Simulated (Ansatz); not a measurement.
# CH3GaOS: up Jacob's ladder to CCSD(T)

One table from this session's results is given with a row withheld; the runs are named, their logs left out.

Computed with Ansatz 0.2.0, Gaussian basis. Level: functionals in def2-TZVPP, the program's frozen cores in correlated methods.

Plan: LDA (SPW92), PBE-D4, revPBE-D4, BLYP-D4, r2SCAN-D4, B97M-V, PBE0-D4, B3LYP-D4, r2SCANh-D4, r2SCAN0-D4, HSE06-D4, BHLYP-D4, CAM-B3LYP-D4, LC-ωPBE, ωB97X-V, ωB97M-V, B2PLYP, PBE-QIDH; CCSD(T)/def2-SVP; CCSD(T)/def2-TZVPP; MP2/def2-QZVPP; extrapolation to the limit; RPA on PBE.

## The geometry

All runs share one geometry, relaxed beforehand with PBE0-D4 in a triple-zeta def2 set.

SMILES `O=[C](S)[GaH2]`, 7 atoms, charge 0, spin multiplicity 1.

Atoms are counted from 1 here; the program's logs count them from 0.

Bond lengths: O1–C2 1.198 Å, C2–S3 1.805 Å, C2–Ga4 2.036 Å, S3–H5 1.342 Å, Ga4–H6 1.561 Å, Ga4–H7 1.571 Å. Angles: O1–C2–S3 119.6°, O1–C2–Ga4 122.8°, S3–C2–Ga4 117.6°, C2–S3–H5 95.5°, C2–Ga4–H6 117.8°, C2–Ga4–H7 117.2°, H6–Ga4–H7 125.0°.

The first run:

Input file in.yaml:

```yaml
crystal:
  periodic: [false, false, false]
  atoms:
    - {symbol: O, position_ang: [-0.090338, -1.431308, 1.551371]}
    - {symbol: C, position_ang: [0.259799, -0.684864, 0.681547]}
    - {symbol: S, position_ang: [2.006290, -0.594323, 0.234295]}
    - {symbol: Ga, position_ang: [-1.037392, 0.508812, -0.336770]}
    - {symbol: H, position_ang: [1.845031, 0.330769, -0.725079]}
    - {symbol: H, position_ang: [-2.548577, 0.436198, 0.047890]}
    - {symbol: H, position_ang: [-0.434813, 1.434716, -1.453254]}
basis:
  gaussian: {orbitals: def2-TZVPP}
hamiltonian: {xc: lda}
output: {orbitals: {seedname: orbitals}}
```

Among the steps run: LDA; PBE-D4 (GGA); revPBE-D4 (GGA); BLYP-D4 (GGA); r2SCAN-D4 (meta-GGA); B97M-V (meta-GGA); PBE0-D4 (hybrid); B3LYP-D4 (hybrid); r2SCANh-D4 (hybrid); r2SCAN0-D4 (hybrid); HSE06-D4 (hybrid); BHLYP-D4 (hybrid); CAM-B3LYP-D4 (range-separated); LC-ωPBE (range-separated); ωB97X-V (range-separated); ωB97M-V (range-separated); B2PLYP (double hybrid); PBE-QIDH (double hybrid).

One table of the session follows, with a row left open; its other results are not shown here.

It belongs to the step «Orbital energies across the functionals». 

```
  functional  HOMO (eV)  LUMO (eV)  gap (eV)
 LDA (SPW92)          ?          ?         ?
      PBE-D4      -5.60      -3.46      2.14
   revPBE-D4      -5.53      -3.35      2.19
     BLYP-D4      -5.49      -3.39      2.10
   r2SCAN-D4      -5.84      -3.31      2.53
      B97M-V      -5.93      -3.43      2.50
     PBE0-D4      -6.86      -2.65      4.21
    B3LYP-D4      -6.66      -2.92      3.74
  r2SCANh-D4      -6.32      -3.01      3.31
  r2SCAN0-D4      -7.04      -2.57      4.47
    HSE06-D4      -6.47      -3.03      3.44
    BHLYP-D4      -8.06      -1.87      6.18
CAM-B3LYP-D4      -8.17      -1.72      6.44
     LC-ωPBE      -9.40      -0.52      8.88
     ωB97X-V      -9.10      -0.66      8.44
     ωB97M-V      -8.99      -0.84      8.15
```

Estimate the missing values for LDA (SPW92).

As computed: HOMO (eV): -5.78; LUMO (eV): -3.73; gap (eV): 2.05. In the column «HOMO (eV)» it lies between r2SCAN-D4 (-5.84) and PBE-D4 (-5.60).
